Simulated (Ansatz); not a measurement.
# Nb (Nb, dhcp): the cost of one run

Computed with Ansatz 0.2.0 (DFT m-r2SCAN, plane waves (500 eV) with PAW, scalar-relativistic; PAW files made under PBE, frozen cores solved again for the functional; m-r²SCAN is r²SCAN on the gauge-invariant kinetic-energy density, unless a step says otherwise).

## 1. The structure to begin with

It takes space group P6_3/mmc (No. 194, hexagonal). The conventional cell has a = 2.940 Å, b = 2.940 Å, c = 9.603 Å, α = 90.00°, β = 90.00°, γ = 120.00°. Nb (site symmetry -3m) is surrounded by 12 Nb at 2.94 Å. Nb (site symmetry -6m2) is surrounded by 12 Nb at 2.94 Å.

As a file:

```
Nb
1.0
     2.94032    0.00000    0.00000
    -1.47016    2.54639    0.00000
     0.00000    0.00000    9.60308
Nb
4
Cartesian
  0.0000 0.0000 0.0000
  0.0000 0.0000 4.8015
  0.0000 1.6976 2.4008
  1.4702 0.8488 7.2023
```

The atoms start with moments of +1 ×4 μB.

## 2. Relaxation of the cell

Input file input.yaml:

```yaml
crystal:
  lattice:
    - [2.9403180252, 0.0, 0.0]
    - [-1.4701590126, 2.546390105, 0.0]
    - [0.0, 0.0, 9.6030786702]
  atoms:
    - { symbol: Nb, position: [0.0, 0.0, 0.0], spin: 1.0 }
    - { symbol: Nb, position: [0.0, 0.0, 0.5], spin: 1.0 }
    - { symbol: Nb, position: [0.3333333333, 0.6666666667, 0.25], spin: 1.0 }
    - { symbol: Nb, position: [0.6666666667, 0.3333333333, 0.75], spin: 1.0 }
hamiltonian:
  xc: mr2scan
  pseudopotentials:
    kind: paw
    azcp:
      Nb: "pseudopotentials/Nb.paw.azcp"
basis:
  ecutwfc: 500
  fft_grid_basis: typed
kpoints:
  mp_grid: { grid: [12, 12, 4], shift: [0, 0, 0] }
magnetization:
  spin_polarized: true
scf:
  occupations: { method: fermi_dirac, width: 0.05 }
relax:
  max_steps: 60
  f_tol: 0.01
  cell: {}
```

**Question.** How long does this run take on 2 threads of an Arm CPU, shared host, and how much memory does it need?

About 4 min, with a peak of 0.71 GiB.
